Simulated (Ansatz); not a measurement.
What does this script print? It uses the Python package of Ansatz (0.2.0).

The script, `ch3fs2si_methods.py`:
```python
"""CH3FS2Si at several levels of theory."""

from pathlib import Path

import ansatz as az
import numpy as np


def main() -> None:
    system = (
        az.Crystal.molecule()
        .atom("F", [-1.9168, 0.892, -0.4892])
        .atom("Si", [-0.5514, 0.7514, 0.2112])
        .atom("C", [0.1263, -0.972, -0.0632])
        .atom("S", [1.9416, -0.2551, 0.0545])
        .atom("S", [1.0578, 1.2726, -1.0815])
        .atom("H", [-0.478, 1.353, 1.5788])
        .atom("H", [-0.0492, -1.6798, 0.7533])
        .atom("H", [-0.0381, -1.4193, -1.0197])
    )

    calculation = system.calculation().basis(gaussian="cc-pVDZ")

    print("functional    E (Ha)        dipole (D)   HOMO (eV)  LUMO (eV)")
    for name in ["b3lyp", "lc_wpbe", "lda", "pbe", "cam_b3lyp"]:
        report = calculation.functional(name).forces().orbitals().run(threads=1, pin="off", runs_dir="runs").report
        lines = Path(report["orbitals_path"]).read_text().splitlines()
        field_of = lambda key: [line.split("=")[1].strip() for line in lines if line.startswith(key)]
        orbitals = [(27.211386 * float(e), s, float(n)) for e, s, n in zip(field_of("Ene="), field_of("Spin="), field_of("Occup="))]
        homo = max(e for e, _, n in orbitals if n > 0.5)
        lumo = min(e for e, _, n in orbitals if n < 0.5)
        dipole = 4.803205 * np.linalg.norm(report["charge_distribution"]["dipole_moment_e_ang"])
        print(f"{name:10s} {report['free_energy_ev'] / 27.211386246:14.6f} {dipole:9.3f} {homo:11.3f} {lumo:10.3f}")


if __name__ == "__main__":
    main()
```

```console
$ python ch3fs2si_methods.py
functional    E (Ha)        dipole (D)   HOMO (eV)  LUMO (eV)
b3lyp        -1225.730022     2.036      -6.020     -1.427
lc_wpbe      -1225.273280     2.270      -8.982      1.075
lda          -1220.779052     1.964      -5.165     -2.407
pbe          -1225.045946     1.961      -5.086     -2.228
cam_b3lyp    -1225.655039     2.123      -7.548     -0.027
```

Notes:
- Total energies depend on the basis set; only differences at equal settings carry meaning.
- The geometry is a force-field or estimated start, not a minimum of this method, and the basis set is short of its limit. A lower total doesn't mark the better method: functionals have no common bound, and MP2 and coupled cluster aren't variational.
- b3lyp holds the VWN-RPA fit, as in Gaussian; the form of ORCA and Turbomole is b3lyp5.
- Levels such as HOMO and LUMO are orbital energies: with these approximate functionals they aren't the ionisation energy and electron affinity, and their gap isn't the fundamental gap.
- For Al to Cl the sets with a tight d function, cc-pV(X+d)Z, are usual.
- It ran for 26 s on 1 thread of Arm Neoverse V1 (shared host), peak memory 0.31 GiB.
